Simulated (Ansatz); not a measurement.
**ZrH (quartet): wave-function methods side by side, def2-TZVPP**

The task here is to estimate one member of a computed series from the others.

Program: Ansatz 0.2.0, Gaussian basis. Level of theory: def2-TZVPP, core rule «outside noble gas», up to 4 orbitals frozen. These are calculated values, not measurements.

The runs, in order: UHF; ROHF; CCSD(T) on UHF.

### What is computed

The geometry is a PBE0/def2-TZVP stationary point (not a proven minimum). No spin-orbit coupling is included. Elements past krypton take def2 core potentials.

2 atoms, charge 0, spin multiplicity 4.

Atoms are counted from 1 here; the program's logs count them from 0.

Bond lengths: Zr1–H2 1.859 Å.

The first run:

in.yaml reads:

```yaml
crystal:
  periodic: [false, false, false]
  atoms:
    - {symbol: Zr, position_ang: [0.000000, 0.000000, 0.000000]}
    - {symbol: H, position_ang: [0.000000, 0.000000, 1.858985]}
basis:
  gaussian: {orbitals: def2-TZVPP}
magnetization: {spin_polarized: true, initial_magnetization: 3}
hamiltonian: {xc: hf}
output: {orbitals: {seedname: orbitals}}
```

The run is started by

```sh
$ ansatz run in.yaml --threads 1 --pin off --events-out ev --progress --plain --max-ram 2816MiB --backend cpu
```

Steps of the session up to this table: UHF; ROHF; CCSD(T) on UHF.

One of the session's tables, all rows but one given; the rest of the session is left out.

```
  method  from UCCSD(T) (kJ/mol)
    ROHF                  +190.9
     UHF                  +178.1
    UMP2                       ?
   UCCSD                    +4.7
UCCSD(T)                       0
```

**Question.** Estimate the row for UMP2.

The run gave: from UCCSD(T) (kJ/mol): +41.2. In the column «from UCCSD(T) (kJ/mol)» it lies between UCCSD (+4.7) and UHF (+178.1).

With the free atoms at the same levels and basis (separate runs), the atomisation energy is 2.408 eV at UCCSD(T), 2.217 eV at ROHF.
